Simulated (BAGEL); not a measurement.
# C2H7BO (BH2(OEt)) at HF/def2-SVP (density fitting with qzvpp-jkfit)

Aim: the energy change on altering one bond length of C2H7BO (BH2(OEt)) at HF/def2-SVP (density fitting with qzvpp-jkfit), from 2 runs. 

The results are computed with BAGEL 1.2.2.

1 further run of the same task is left out (it didn't finish).

## Step 1: The structure to begin with

C2H7BO: 11 atoms, total charge 0, spin state singlet. As SMILES, `[H]B([H])OCC`. Geometry: relaxed at GFN2-xTB. This is one conformer, not always the lowest.

Bond lengths: B1–O4 1.321 Å, O4–C5 1.410 Å, C5–C6 1.525 Å, B1–H2 1.183 Å, B1–H3 1.172 Å, C5–H7 1.098 Å, C5–H8 1.096 Å, C6–H9 1.086 Å, C6–H10 1.087 Å, C6–H11 1.088 Å. Some angles: B1–O4–C5 124.6°, O4–C5–C6 110.4°, H2–B1–O4 122.4°, H3–B1–O4 115.6°, O4–C5–H7 110.4°, O4–C5–H8 107.1°, C6–C5–H7 109.9°, C6–C5–H8 110.1°, C5–C6–H9 110.0°, C5–C6–H10 110.1°.

## Step 2: The energy at HF/def2-SVP (density fitting with qzvpp-jkfit)

Input file hf.json:

```json
{ "bagel" : [

{
  "title" : "molecule",
  "basis" : "svp",
  "df_basis" : "qzvpp-jkfit",
  "angstrom" : "true",
  "geometry" : [
    { "atom" : "B", "xyz" : [    0.896900,    1.425140,   -0.951480 ] },
    { "atom" : "H", "xyz" : [    1.980190,    1.037980,   -0.673950 ] },
    { "atom" : "H", "xyz" : [    0.716970,    2.208590,   -1.803920 ] },
    { "atom" : "O", "xyz" : [   -0.186370,    1.015150,   -0.316460 ] },
    { "atom" : "C", "xyz" : [   -0.193750,    0.056680,    0.717520 ] },
    { "atom" : "C", "xyz" : [   -0.699100,   -1.283870,    0.195040 ] },
    { "atom" : "H", "xyz" : [    0.813470,   -0.061360,    1.137580 ] },
    { "atom" : "H", "xyz" : [   -0.863710,    0.431950,    1.499810 ] },
    { "atom" : "H", "xyz" : [   -0.732350,   -2.008520,    1.003870 ] },
    { "atom" : "H", "xyz" : [   -1.696180,   -1.170730,   -0.222880 ] },
    { "atom" : "H", "xyz" : [   -0.036080,   -1.651000,   -0.585120 ] }
  ]
},
{ "title" : "hf" },
{ "title" : "print", "file" : "orbitals.molden", "orbitals" : "true" }

]}
```

On the command line:

```
$ BAGEL_NUM_THREADS=1 BAGEL hf.json > hf.out
```

What it wrote:

```text
* using 1 threads per process

  ===============================================================
  ===============================================================

  *** Geometry ***

  { "atom" : "B", "xyz" : [      1.694895,      2.693124,     -1.798037 ] },
  { "atom" : "H", "xyz" : [      3.742017,      1.961498,     -1.273581 ] },
  { "atom" : "H", "xyz" : [      1.354877,      4.173630,     -3.408915 ] },
  { "atom" : "O", "xyz" : [     -0.352188,      1.918355,     -0.598023 ] },
  { "atom" : "C", "xyz" : [     -0.366134,      0.107110,      1.355916 ] },
  { "atom" : "C", "xyz" : [     -1.321108,     -2.426163,      0.368572 ] },
  { "atom" : "H", "xyz" : [      1.537236,     -0.115954,      2.149715 ] },
  { "atom" : "H", "xyz" : [     -1.632175,      0.816267,      2.834230 ] },
  { "atom" : "H", "xyz" : [     -1.383941,     -3.795553,      1.897039 ] },
  { "atom" : "H", "xyz" : [     -3.205316,     -2.212359,     -0.421182 ] },
  { "atom" : "H", "xyz" : [     -0.068181,     -3.119938,     -1.105717 ] },

  Number of auxiliary basis functions:      428

  Since a DF basis is specified, we compute 2- and 3-index integrals:
    o Being stored without compression. Storage requirement is 0.028 GB

  Number of basis functions:       91
  Number of electrons      :       32

    * METHOD: MOLECULE                             0.15

  *** RHF ***

  === Nuclear Repulsion ===
   119.0190877710

      * DIIS with orbital gradients will be used.

  === RHF iteration (svp) ===
      0       -179.08736050          0.01592524           0.03
      1       -179.20919893          0.00945121           0.03
      2       -179.25105551          0.00179333           0.03
      3       -179.25313039          0.00049294           0.03
      4       -179.25325845          0.00007635           0.04
      5       -179.25326278          0.00001754           0.03
      6       -179.25326306          0.00000567           0.03
      7       -179.25326309          0.00000145           0.04
      8       -179.25326310          0.00000047           0.03
      9       -179.25326310          0.00000019           0.03
     10       -179.25326310          0.00000008           0.03
     11       -179.25326310          0.00000002           0.03
     12       -179.25326310          0.00000001           0.03
    * SCF iteration converged.

    * Permanent dipole moment:
           (   -0.034673,     0.531067,    -0.494515) a.u.

    * METHOD: HF                                   0.55

    * METHOD: PRINT                                0.01

  ===============================================================
```

Wall time 0.92 s (1 thread of AMD EPYC 9R45 (Zen 5), shared host); peak memory 0.11 GiB.

## Step 3: The distorted shape, same level

Input file job.json:

```json
{ "bagel" : [

{
  "title" : "molecule",
  "basis" : "svp",
  "df_basis" : "qzvpp-jkfit",
  "angstrom" : "true",
  "geometry" : [
    { "atom" : "B", "xyz" : [       0.745834,       1.442844,      -1.014482 ] },
    { "atom" : "H", "xyz" : [       1.829124,       1.055684,      -0.736952 ] },
    { "atom" : "H", "xyz" : [       0.565904,       2.226294,      -1.866922 ] },
    { "atom" : "O", "xyz" : [      -0.337436,       1.032854,      -0.379462 ] },
    { "atom" : "C", "xyz" : [      -0.344816,       0.074384,       0.654518 ] },
    { "atom" : "C", "xyz" : [      -0.850166,      -1.266166,       0.132038 ] },
    { "atom" : "H", "xyz" : [       0.813470,      -0.061360,       1.137580 ] },
    { "atom" : "H", "xyz" : [      -1.014776,       0.449654,       1.436808 ] },
    { "atom" : "H", "xyz" : [      -0.883416,      -1.990816,       0.940868 ] },
    { "atom" : "H", "xyz" : [      -1.847246,      -1.153026,      -0.285882 ] },
    { "atom" : "H", "xyz" : [      -0.187146,      -1.633296,      -0.648122 ] }
  ]
},

{ "title" : "hf" },

{ "title" : "print", "file" : "orbitals.molden", "orbitals" : "true" }

]}
```

On the command line:

```
$ BAGEL_NUM_THREADS=1 BAGEL job.json > job.out
```

What it wrote:

```text
* using 1 threads per process

  ===============================================================
  ===============================================================

  *** Geometry ***

  { "atom" : "B", "xyz" : [      1.409422,      2.726580,     -1.917093 ] },
  { "atom" : "H", "xyz" : [      3.456543,      1.994954,     -1.392637 ] },
  { "atom" : "H", "xyz" : [      1.069404,      4.207086,     -3.527971 ] },
  { "atom" : "O", "xyz" : [     -0.637662,      1.951811,     -0.717079 ] },
  { "atom" : "C", "xyz" : [     -0.651608,      0.140565,      1.236860 ] },
  { "atom" : "C", "xyz" : [     -1.606581,     -2.392707,      0.249516 ] },
  { "atom" : "H", "xyz" : [      1.537236,     -0.115954,      2.149715 ] },
  { "atom" : "H", "xyz" : [     -1.917649,      0.849723,      2.715174 ] },
  { "atom" : "H", "xyz" : [     -1.669414,     -3.762097,      1.777983 ] },
  { "atom" : "H", "xyz" : [     -3.490789,     -2.178903,     -0.540239 ] },
  { "atom" : "H", "xyz" : [     -0.353655,     -3.086482,     -1.224773 ] },

  Number of auxiliary basis functions:      428

  Since a DF basis is specified, we compute 2- and 3-index integrals:
    o Being stored without compression. Storage requirement is 0.028 GB

  Number of basis functions:       91
  Number of electrons      :       32

    * METHOD: MOLECULE                             0.16

  *** RHF ***

  === Nuclear Repulsion ===
   118.3718089946

      * DIIS with orbital gradients will be used.

  === RHF iteration (svp) ===
      0       -179.07051583          0.01597160           0.03
      1       -179.19314862          0.00959514           0.03
      2       -179.23690599          0.00179960           0.03
      3       -179.23905844          0.00049992           0.03
      4       -179.23919714          0.00008217           0.03
      5       -179.23920262          0.00002079           0.03
      6       -179.23920305          0.00000739           0.03
      7       -179.23920311          0.00000201           0.03
      8       -179.23920311          0.00000062           0.03
      9       -179.23920311          0.00000025           0.03
     10       -179.23920311          0.00000012           0.03
     11       -179.23920311          0.00000003           0.03
     12       -179.23920311          0.00000001           0.03
    * SCF iteration converged.

    * Permanent dipole moment:
           (    0.017668,     0.523621,    -0.449640) a.u.

    * METHOD: HF                                   0.53

    * METHOD: PRINT                                0.01

  ===============================================================
```

It took 0.9 s on 1 thread of AMD EPYC 9R45 (Zen 5), shared host; peak memory 0.11 GiB.

## Step 4: Outcome

Level: HF/def2-SVP (density fitting with qzvpp-jkfit).

```
                                                         quantity          value
                                        first shape: total energy  -179.25326 Eh
                                       first shape: dipole moment         1.85 D
                                         first shape: HOMO energy      -12.14 eV
                                         first shape: LUMO energy        3.60 eV
                                       first shape: HOMO–LUMO gap       15.74 eV
                                    distorted shape: total energy  -179.23920 Eh
                                   distorted shape: dipole moment         1.75 D
                                     distorted shape: HOMO energy      -12.13 eV
                                     distorted shape: LUMO energy        3.57 eV
                                   distorted shape: HOMO–LUMO gap       15.71 eV
energy change with the C5–H7 bond stretched from 1.098 to 1.262 Å       0.383 eV
```

**Reading.** With the C5–H7 bond stretched from 1.098 to 1.262 Å the energy rises by 0.38 eV (8.8 kcal/mol). The first shape isn't relaxed at this level, so the change isn't measured from a minimum.
